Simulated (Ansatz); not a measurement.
# GaH2 (doublet): wave-function methods side by side at distance Ga1–H2 = 1.303 Å, aug-cc-pVDZ

Aim: climb from Hartree-Fock through coupled cluster and multireference methods for GaH2 (doublet) at one geometry and basis, and see what each rung misses.

Method: aug-cc-pVDZ, core rule «outside noble gas», up to 14 orbitals frozen; program: Ansatz 0.2.0, Gaussian basis.

The runs, in order: UHF; CCSD(T) on ROHF; CCSD(T) on UHF; BCCD(T) on ROHF; CISD; CCSDT(Q) on ROHF; CCSDT(Q) on UHF; CASSCF and MRCISD+Q, 3 electrons in 3 orbitals; CASSCF and NEVPT2, 3 electrons in 3 orbitals; Full CI.

17 further runs of the same task are left out: 5 for a known fault of the program, 10 that didn't finish, 2 set aside as unsound or not needed.

## Step 1: What is computed

The geometry derives from a PBE0/def2-TZVP stationary point (not a proven minimum). One bond is set to the value named and the two fragments are kept rigid. No spin-orbit coupling is included. The filled d shell of Ga may be among the frozen orbitals whatever the setting's name suggests; the logs give the count.

3 atoms, charge 0, spin multiplicity 2.

Atoms are counted from 1 here; the program's logs count them from 0.

Bond lengths: Ga1–H2 1.303 Å, Ga1–H3 1.593 Å. Angles: H2–Ga1–H3 120.5°.

## Step 2: UHF

in.yaml

```yaml
crystal:
  periodic: [false, false, false]
  atoms:
    - {symbol: Ga, position_ang: [0.000000, -0.020204, -0.003541]}
    - {symbol: H, position_ang: [0.000000, 0.626712, -1.134607]}
    - {symbol: H, position_ang: [0.000000, 0.770870, 1.379571]}
basis:
  gaussian: {orbitals: aug-cc-pVDZ}
magnetization: {spin_polarized: true, initial_magnetization: 1}
hamiltonian: {xc: hf}
output: {orbitals: {seedname: orbitals}}
```

Launch:

```bash
ansatz run in.yaml --threads 1 --pin off --events-out ev --progress --plain --max-ram 2393MiB
```

Further steps of the session: CCSD(T) on ROHF; CCSD(T) on UHF; BCCD(T) on ROHF; CISD; CCSDT(Q) on ROHF; CCSDT(Q) on UHF; CASSCF and MRCISD+Q, 3 electrons in 3 orbitals; CASSCF and NEVPT2, 3 electrons in 3 orbitals; Full CI.

Q: Predict the results of all the runs planned. Wanted: FCI below the RHF energy; RMP2 from FCI; UMP2 from FCI; RCCSD from FCI; RCCSD(T) from FCI; UCCSD(T) from FCI; RCCSDT(Q) from FCI; UCCSDT(Q) from FCI; NEVPT2 pair from FCI.

**Answer**, as computed:

| quantity | value |
| --- | --- |
| FCI below the RHF energy | -2.1210 eV |
| RMP2 from FCI | +12.62 kcal/mol |
| UMP2 from FCI | +12.38 kcal/mol |
| RCCSD from FCI | +0.92 kcal/mol |
| RCCSD(T) from FCI | +0.23 kcal/mol |
| UCCSD(T) from FCI | +0.10 kcal/mol |
| RCCSDT(Q) from FCI | -0.03 kcal/mol |
| UCCSDT(Q) from FCI | -0.16 kcal/mol |
| NEVPT2 pair from FCI | +12.11 kcal/mol |
| MRCISD+Q pair from FCI | -0.42 kcal/mol |
| levels within 1 kcal/mol (43 meV) | RCCSD, UCCSD, RCCSD(T), UCCSD(T), BCCD(T), RCCSDT, UCCSDT, RCCSDT(Q), UCCSDT(Q), MRCISD+Q pair |
| T1 diagnostic | 0.017 |
| effectively unpaired electrons | 1.02 |

What this shows: RCCSD(T) misses by +0.23 kcal/mol, 0.5 % of the correlation energy. UCCSDT, UCCSDT(Q), MRCISD+Q pair fall below full CI: unrestricted runs freeze a spin-polarised core, another one than full CI's, and coupled cluster isn't variational. One determinant dominates. Of the multireference levels listed MRCISD+Q pair comes nearest in total energy (-0.42 kcal/mol), which doesn't show that its space is the better one. These misses are within one basis, not against nature; the frozen cores of restricted and unrestricted runs differ, which can shift their rows.
